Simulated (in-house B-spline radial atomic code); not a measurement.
**Pt⁸⁺: Hartree-Fock with and without relativity**

Wanted: relativistic shifts in Pt⁸⁺, shell by shell.

Program: in-house B-spline radial atomic code version 1. Level of theory: Hartree-Fock averaged over the configuration, non-relativistic (point nucleus) and Dirac-Coulomb (finite nucleus); spherical all-electron atom at the radial basis limit. These are calculated values, not measurements, unless marked.

### 1 What is computed

* element: platinum (Z = 78)
* charge: +8
* electrons: 70
* configuration: [Xe] 4f14 5d2
* nucleus: point (non-relativistic run); Fermi, rms radius 5.427 fm (Dirac runs)

Outer shells as boxes (Hund's rule):

[Xe] 4f14 5d2
```
[Xe] core
4f [↑↓][↑↓][↑↓][↑↓][↑↓][↑↓][↑↓]
5d [↑ ][↑ ][  ][  ][  ]
```

The boxes draw the filling by Hund's rule, which heavy ions in jj coupling don't follow; these runs average over all states of the configuration.

### 2 Non-relativistic run

Settings, as recorded:

```ini
Z = 78
electrons = 70.0
configuration = [Xe] 4f14 5d2
hamiltonian = nr
method = hf
spin_polarised = False
```

### 3 Dirac-Coulomb run

Settings, as recorded:

```ini
Z = 78
electrons = 70.0
configuration = [Xe] 4f14 5d2
hamiltonian = dirac
method = hf
spin_polarised = False
nucleus = fermi
rms_radius = 5.427
mass_number = 195
atomic_mass = 194.964794325
speed_of_light = 137.035999084
```

### 4 Dirac-Coulomb run in the lowest jj configuration, 1s2 2s2 2p6 3s2 3p6 3d10 4s2 4p6 4d10 4f14 5s2 5p6 5d-2

In configurations, a minus sign after the shell means j = l − 1/2 and a plus sign j = l + 1/2; the count of electrons follows.

Changes to the settings of step 3:

```diff
@@ -2,3 +2,3 @@
 electrons = 70.0
-configuration = [Xe] 4f14 5d2
+configuration = 1s2 2s2 2p6 3s2 3p6 3d10 4s2 4p6 4d10 4f14 5s2 5p6 5d-2
 hamiltonian = dirac
```

Before running: How much does each shell's level and mean radius change with the Dirac Hamiltonian, and the total energy?

The runs gave:

Levels and radii; the Dirac values are averaged over j with the occupations as weights.

| shell | ε non-rel. (eV) | ε Dirac (eV) | <r> non-rel. (bohr) | <r> Dirac (bohr) | change of <r> (%) |
| --- | --- | --- | --- | --- | --- |
| 1s | -71862.1 | -79037.8 | 0.01941 | 0.01715 | -11.65 |
| 2s | -12212.2 | -14134.6 | 0.08176 | 0.07166 | -12.36 |
| 2p | -11722.4 | -12369.6 | 0.06919 | 0.06473 | -6.44 |
| 3s | -3003.28 | -3484.28 | 0.2062 | 0.1862 | -9.73 |
| 3p | -2772.57 | -2954.50 | 0.1968 | 0.1869 | -5.04 |
| 3d | -2347.77 | -2328.88 | 0.1723 | 0.1705 | -1.04 |
| 4s | -762.98 | -884.16 | 0.4544 | 0.4148 | -8.70 |
| 4p | -662.40 | -705.52 | 0.4593 | 0.4396 | -4.30 |
| 4d | -478.49 | -472.68 | 0.4695 | 0.4675 | -0.43 |
| 5s | -217.87 | -241.57 | 1.018 | 0.9364 | -7.97 |
| 5p | -180.84 | -187.64 | 1.083 | 1.044 | -3.61 |
| 4f | -232.07 | -217.81 | 0.4953 | 0.5071 | +2.39 |
| 5d | -126.94 | -124.93 | 1.264 | 1.273 | +0.67 |

What this shows: Relativity and the finite nucleus together change the total energy by -1104.14 hartree (-6.4 %). First-order perturbation theory (mass-velocity plus Darwin) gives -918.23 hartree, which is 83 % of the full shift. 2s shrinks most on the average over j, by -12.36 %, while 4f expands by 2.39 %, being screened better by the contracted inner s and p shells. Spin-orbit coupling splits the 5d level by 2.208 eV and the 2p level by 1732.07 eV. The lowest jj configuration lies 2.774 eV below the average over the whole configuration. Breit terms add 20.3 hartree and QED terms 13.9 hartree.
